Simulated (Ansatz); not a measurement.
# FHMoOS2: how energies converge with the basis set

An exercise on one series of results from a longer session: the logs are not shown, and one member is left open.

Computed with Ansatz 0.2.0, Gaussian basis. Level: one geometry, several basis sets.

The runs, in order: PBE0-D4/def2-SVP; ωB97M-V/def2-SVP; PBE0-D4/def2-QZVPP; ωB97M-V/def2-QZVPP; the functionals' def2-TZVPP values are taken from earlier runs.

### The relaxed structure

All runs share one geometry, relaxed beforehand with PBE0-D4 in a triple-zeta def2 set. Mo takes the def2 core potential; no spin-orbit term is included.

SMILES `[OH][Mo]([F])(=[S])=[S]`, 6 atoms, charge 0, spin multiplicity 1.

Atoms are counted from 1 here; the program's logs count them from 0.

Bond lengths: O1–Mo2 1.851 Å, O1–H6 0.963 Å, Mo2–F3 1.837 Å, Mo2–S4 2.093 Å, Mo2–S5 2.093 Å. Angles: Mo2–O1–H6 121.4°, O1–Mo2–F3 111.4°, O1–Mo2–S4 108.2°, O1–Mo2–S5 109.5°, F3–Mo2–S4 109.7°, F3–Mo2–S5 109.4°, S4–Mo2–S5 108.6°.

Coordinates:

```xyz
6

O    -1.1371    0.4251    0.8507
Mo    0.2389   -0.2926   -0.1585
F     1.4113   -1.2455    0.8865
S    -0.6007   -1.5516   -1.6048
S     1.2681    1.2485   -1.1311
H    -1.1384    1.3520    1.1110
```

The first run:

Input file in.yaml:

```yaml
crystal:
  periodic: [false, false, false]
  atoms:
    - {symbol: O, position_ang: [-1.137107, 0.425121, 0.850714]}
    - {symbol: Mo, position_ang: [0.238899, -0.292582, -0.158486]}
    - {symbol: F, position_ang: [1.411277, -1.245480, 0.886533]}
    - {symbol: S, position_ang: [-0.600718, -1.551563, -1.604834]}
    - {symbol: S, position_ang: [1.268113, 1.248529, -1.131131]}
    - {symbol: H, position_ang: [-1.138365, 1.351976, 1.111003]}
basis:
  gaussian: {orbitals: def2-SVP}
hamiltonian: {xc: pbe0, dispersion: d4}
output: {orbitals: {seedname: orbitals}}
```

Steps of the session up to this table: PBE0-D4 in def2-SVP; ωB97M-V in def2-SVP; PBE0-D4 in def2-QZVPP; ωB97M-V in def2-QZVPP.

One of the session's tables, all rows but one given; the rest of the session is left out.

It belongs to the step «Density functionals: the series». 

| functional | basis | HOMO (eV) | LUMO (eV) |
| --- | --- | --- | --- |
| PBE0-D4 | def2-SVP | -7.60 | -3.36 |
| PBE0-D4 | def2-TZVPP | -7.59 | -3.38 |
| PBE0-D4 | def2-QZVPP | -7.59 | -3.39 |
| ωB97M-V | def2-SVP | -9.51 | -1.30 |
| ωB97M-V | def2-TZVPP | ? | ? |
| ωB97M-V | def2-QZVPP | -9.55 | -1.41 |

Estimate the missing values for ωB97M-V, def2-TZVPP.

As computed: HOMO (eV): -9.54; LUMO (eV): -1.38. In the column «HOMO (eV)» it lies between ωB97M-V, def2-QZVPP (-9.55) and ωB97M-V, def2-SVP (-9.51).
